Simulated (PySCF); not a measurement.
# Ta₃O⁺: structure of the singlet

The task is one start of a wider search on Ta₃O⁺: the singlet, from a trigonal pyramidal start. It is relaxed, tested by its Hessian and followed downhill if it is a saddle.

Program: PySCF 2.14.0. Level of theory: PBE0, basis O def2-TZVP, Ta def2-TZVP with ECP60, scalar-relativistic core potentials, no spin–orbit coupling, density fitting. These are calculated values, not measurements.

## 1. The starting structure

4 atoms, charge 1, spin multiplicity 1.

Bond lengths: O1–Ta2 2.048 Å, O1–Ta3 2.048 Å, O1–Ta4 2.048 Å, Ta2–Ta3 3.132 Å, Ta2–Ta4 3.132 Å, Ta3–Ta4 3.132 Å. Angles: Ta2–O1–Ta3 99.8°, Ta2–O1–Ta4 99.8°, Ta3–O1–Ta4 99.8°, O1–Ta2–Ta3 40.1°, O1–Ta2–Ta4 40.1°, Ta3–Ta2–Ta4 60.0°, O1–Ta3–Ta2 40.1°, O1–Ta3–Ta4 40.1°, Ta2–Ta3–Ta4 60.0°, O1–Ta4–Ta2 40.1°, O1–Ta4–Ta3 40.1°, Ta2–Ta4–Ta3 60.0°.

```xyz
4
charge 1 multiplicity 1
O     0.0000    0.0000   -0.9341
Ta    1.8085    0.0000    0.0275
Ta   -0.9042    1.5662    0.0275
Ta   -0.9042   -1.5662    0.0275
```

## 2. Relaxing the singlet from the trigonal pyramidal start

The steps below are one call of a driver around PySCF. For each, scf.py gives the equivalent set-up of the SCF; relaxations use the driver's own optimiser. Before each start the driver seeks the lowest SCF state from one or more starting densities and follows internal instabilities, so scf.py alone need not reach the same state.

The program finds C3v symmetry in the start, which this walk keeps. Threshold on the gradient: 0.0003 Eh/bohr, with a further test on the energy change.

Input file scf.py:

```python
from pyscf import gto, scf, dft
mol = gto.M(atom='''
O      0.000000     0.000000    -0.934077
Ta     1.808479    -0.000011     0.027523
Ta    -0.904230     1.566195     0.027523
Ta    -0.904249    -1.566184     0.027522''',
    basis={'O': 'def2-TZVP', 'Ta': 'def2-TZVP'},
    ecp={'Ta': 'def2-TZVP'},
    charge=1, spin=0)
mf = dft.RKS(mol, xc='PBE0')
mf.grids.atom_grid = (50, 194)
aux = {'O': 'def2-universal-JKFIT', 'Ta': 'def2-universal-JKFIT'}
mf = mf.density_fit(auxbasis=aux)
mf.kernel()
```

Energy and gradient, step by step:

```tsv
step	energy (Eh)	change (kJ/mol)	largest symmetric gradient (Eh/bohr)
0	-245.615025	0.00	0.09434
1	-245.655209	-105.50	0.07981
2	-245.747403	-347.56	0.13795
3	-245.759165	-378.44	0.09657
4	-245.777593	-426.82	0.01667
5	-245.778375	-428.88	0.00320
6	-245.778403	-428.95	0.00014
7	-245.778403	-428.95	0.00001
```

The walk needed 48 s of wall time on 8 threads, shared host.

Positions (Å) and forces (eV/Å) along the way:

```
step 0
O    0.000   0.000  -0.934  -0.006   0.000   1.405
Ta   1.808   0.000   0.028  -4.851   0.000  -0.465
Ta  -0.904   1.566   0.028   2.429  -4.199  -0.470
Ta  -0.904  -1.566   0.028   2.429   4.199  -0.470
step 1
O    0.000   0.000  -0.953   0.000   0.000  -0.328
Ta   1.726   0.000   0.034  -4.106   0.000   0.113
Ta  -0.863   1.495   0.034   2.053  -3.552   0.107
Ta  -0.863  -1.495   0.034   2.053   3.552   0.107
step 4
O    0.000   0.000  -1.285  -0.005   0.000   0.546
Ta   1.450   0.000   0.144  -0.860   0.000  -0.175
Ta  -0.725   1.255   0.144   0.432  -0.739  -0.185
Ta  -0.725  -1.255   0.144   0.432   0.739  -0.185
step 7
O    0.000   0.000  -1.277  -0.005   0.000  -0.001
Ta   1.435   0.000   0.142  -0.001   0.000   0.007
Ta  -0.717   1.243   0.142   0.004   0.002  -0.003
Ta  -0.717  -1.243   0.142   0.003  -0.002  -0.003
```

End point (C3v, 7 steps, 428.9 kJ/mol gained): O–Ta 2.018 Å (×3), Ta–Ta 2.485 Å (×3); O–Ta–Ta 52.0° (×6), Ta–O–Ta 76.0° (×3), Ta–Ta–Ta 60.0° (×3).

## 3. Vibrations and properties at this point

On the finer grid the gradient is checked again; gradients at displacements of ±0.01 bohr then give force constants and infrared intensities.

scf.py, as its differences from that of step 2:

```diff
@@ -3,4 +3,4 @@
-O      0.000000     0.000000    -0.934077
-Ta     1.808479    -0.000011     0.027523
-Ta    -0.904230     1.566195     0.027523
-Ta    -0.904249    -1.566184     0.027522''',
+O      0.000001     0.000000    -1.379224
+Ta     1.434527    -0.000009     0.040792
+Ta    -0.717256     1.242341     0.040792
+Ta    -0.717271    -1.242332     0.040791''',
@@ -11 +11 @@
-mf.grids.atom_grid = (50, 194)
+mf.grids.atom_grid = (75, 302)
```

The driver hands on the density of the step before, so the log starts near convergence.

Log of the central SCF (cycles and frontier levels):

```text
init E= -245.77852726256
  HOMO = -0.322419685691191  LUMO = -0.273385566120432  gap/eV = 1.33429
cycle= 1 E= -245.778527261385  delta_E= 1.17e-09  |g|= 7.23e-05  |ddm|= 7.14e-05
  HOMO = -0.322414546156337  LUMO = -0.273384195974604  gap/eV = 1.33418
cycle= 2 E= -245.778527203242  delta_E= 5.81e-08  |g|= 0.000477  |ddm|= 0.000398
  HOMO = -0.322418652520091  LUMO = -0.27338443679831  gap/eV = 1.33429
cycle= 3 E= -245.778527262546  delta_E= -5.93e-08  |g|= 3.58e-05  |ddm|= 0.000359
  HOMO = -0.322418882922165  LUMO = -0.27338476726851  gap/eV = 1.33429
cycle= 4 E= -245.778527262847  delta_E= -3.01e-10  |g|= 7.02e-06  |ddm|= 2.37e-05
  HOMO = -0.322418970073998  LUMO = -0.273384842812458  gap/eV = 1.33429
cycle= 5 E= -245.778527262899  delta_E= -5.2e-11  |g|= 5.91e-06  |ddm|= 1.46e-05
  HOMO = -0.322418671338165  LUMO = -0.273384754935623  gap/eV = 1.33428
Extra cycle  E= -245.778527262846  delta_E= 5.26e-11  |g|= 2.73e-05  |ddm|= 4.24e-05
converged SCF energy = -245.778527262846
```

The whole step took 84 s.

Geometry: C3v; O–Ta 2.018 Å (×3), Ta–Ta 2.485 Å (×3); O–Ta–Ta 52.0° (×6), Ta–O–Ta 76.0° (×3), Ta–Ta–Ta 60.0° (×3).

Harmonic modes (main isotopes):

```tsv
symmetry	ω (cm⁻¹)	IR (km/mol)	μ (u)
e	253	2.5	180.24
a1	271	1.3	143.40
e	309	12.0	17.26
a1	684	55.3	16.82
```

Every mode is real; the point is a minimum.

Constants and moments:

- Dipole moment about the centre of mass: 0.08 D
- Highest occupied level: -8.77 eV
- Lowest empty level: -7.44 eV
- Rotational constants: 0.02858, 0.02858, 0.01509 cm⁻¹
- Zero-point energy: 12.4 kJ/mol
- Principal polarisabilities: 102.6, 152.6, 152.6 bohr³
- Principal traceless quadrupole moments about the centre of mass: -18.99, 9.50, 9.50 D Å
- Entropy at 298.15 K and 1 bar: 343.1 J/(mol K)
- Heat capacity Cp at 298.15 K: 72.7 J/(mol K)
- Enthalpy at 298.15 K above 0 K: 16.11 kJ/mol
- Rotational symmetry number: 3

Charges (e) and bond orders:

```
   atom  Mulliken  Löwdin  polar tensor  Mayer order to O1
     O1     -0.49   -0.16         -0.49                  –
Ta2,3,4      0.50    0.39          0.50               0.75
```

Outer orbital energies (eV). occupied: -15.69, -15.69, -11.82, -10.47, -10.18, -10.18, -8.77, -8.77; empty: -7.44, -6.39, -6.39, -5.55.

Mulliken populations on O1: s 3.87, p 4.59, d 0.04, f 0.00.

## 4. Stability of the closed shell

At the lowest minimum the closed shell is tested against spin polarisation, on the (50, 194) grid. It is unstable: an open-shell solution lies lower. That solution was not followed to a minimum here.

## 5. What came out

```
                            quantity                                                                                               value
                             minimum                                     singlet, C3v (closed shell, unstable towards spin polarisation)
                            geometry  O–Ta 2.018 Å (×3), Ta–Ta 2.485 Å (×3); O–Ta–Ta 52.0° (×6), Ta–O–Ta 76.0° (×3), Ta–Ta–Ta 60.0° (×3)
                  wavenumbers (cm⁻¹)                                                                253 (e), 271 (a1), 309 (e), 684 (a1)
      dipole moment (centre of mass)                                                                                              0.08 D
highest occupied, lowest empty level                                                                                     -8.77, -7.44 eV
           polar-tensor charge of O1                                                                                             -0.49 e
                   zero-point energy                                                                                         12.4 kJ/mol
```

The molecule stays C3v, as typed, and the end point is a minimum. In the infrared the band at 684 cm⁻¹ (a1) leads. Only this shape and spin were tried, so other structures or states may lie lower. The small gap makes a closed-shell description doubtful. The closed shell proved unstable towards spin polarisation, so a lower open-shell solution exists. Spin–orbit coupling, left out here, can matter for elements this heavy.

The search up to here took 2.6 min.
